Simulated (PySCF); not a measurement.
# The bond of SrPb+, level by level

Aim: find the lowest electronic state of SrPb+, scan its bond at several levels of theory, and get bond length, wavenumber and dissociation energy from each curve.

Method: Sr def2-SVP with ECP28, Pb def2-SVP with ECP60, scalar-relativistic core potentials; program: PySCF 2.14.0.

### 1 Input

A driver script around PySCF takes these settings:

```
atoms                         : Sr, Pb
charge                        : 1
basis                         : Sr def2-SVP with ECP28, Pb def2-SVP with ECP60
Hamiltonian                   : scalar-relativistic core potentials
basis functions               : 49
electrons treated             : 31
masses in u                   : 87.9056, 207.9766
levels                        : PBE0, PBE, r²SCAN, M06, B97-3, TPSS, HF, MP2, SCS-MP2, CCSD, CCSD(T)
grid                          : 80 radial by 434 angular points
occupations                   : held fixed by the projection of orbital angular momentum
dissociation limit            : Sr+ + Pb, each in its ground configuration
starting distance in angstrom : 3.205
values of 2S to try           : 1, 3
```

On the command line:

```sh
> OMP_NUM_THREADS=1 python dia.py task.json out
```

After this run come: First curve: PBE0; Higher solutions at PBE0; PBE (GGA); r²SCAN (meta-GGA); M06 (hybrid meta-GGA); B97-3; TPSS (meta-GGA); UHF (mean field); Correlated methods on the Hartree–Fock reference.

**Question.** What will these runs give? Wanted: for each run, Re; ωe; De; μ.

**Answer**, as computed:

Lowest PBE0 solution found, without spin–orbit coupling: ²Π (doublet), unpaired electrons π ↑. State 2 has its PBE0 minimum 0.06 eV higher. State 3 has its PBE0 minimum 0.56 eV higher, as a spin-mixed determinant (⟨S²⟩ = 1.75), so this is no gap between pure states. State 4 has its PBE0 minimum 0.62 eV higher, as a spin-mixed determinant (⟨S²⟩ = 1.76), so this is no gap between pure states. The other levels ran on the lowest alone.

```csv
level,Re (Å),ωe (cm⁻¹),De (eV),μ (D)
UHF,3.564,95.2,0.105,-11.84
UHF-MP2,3.499,101.6,0.77,n/a
UHF-SCS-MP2,3.534,97.4,0.78,n/a
UHF-CCSD,3.527,94.5,0.91,n/a
UHF-CCSD(T),3.532,92.8,1.01,n/a
PBE,3.445,102.1,1.44,-9.42
TPSS,3.435,104.8,1.44,-10.11
r²SCAN,3.448,100.0,1.14,-10.20
PBE0,3.437,102.6,1.24,-10.16
B97-3,3.493,96.3,1.42,-9.60
M06,3.423,108.2,1.70,-9.71
```

De is counted to Sr+ + Pb in their ground configurations. A positive dipole points from Sr to Pb; in an ion it is taken about the centre of mass and does not tell which atom is negative. ⟨S²⟩ is off the pure value of 0.75 by over a tenth at r²SCAN 0.85.

Differences from CCSD(T) in the same basis:

```csv
level,Re (mÅ),ωe (%)
UHF,+32,+2.6
UHF-MP2,-33,+9.4
UHF-SCS-MP2,+2,+4.9
UHF-CCSD,-5,+1.8
PBE,-87,+10.0
TPSS,-97,+12.9
r²SCAN,-84,+7.7
PBE0,-95,+10.5
B97-3,-39,+3.8
M06,-109,+16.5
```

Against CCSD(T) in the same basis, the bond length is nearest at UHF-SCS-MP2 (+2 mÅ) and farthest at M06 (-109 mÅ); the wavenumber is nearest at UHF-CCSD (+1.8 %) and farthest at M06 (+16.5 %). CCSD(T) in a basis this small is itself some way from its limit, more so than the functionals. Among the levels with a De in the table, it runs from 0.105 eV (UHF) to 1.70 eV (M06).

Correlated steps freeze 4 core orbitals. Spin–orbit coupling is left out, which matters for elements this heavy, above all for dissociation energies. At UHF the stretched side of the curve climbs above De, by a hump or because the determinant held fixed goes to a higher limit. With spin–orbit coupling the term label itself may not hold.
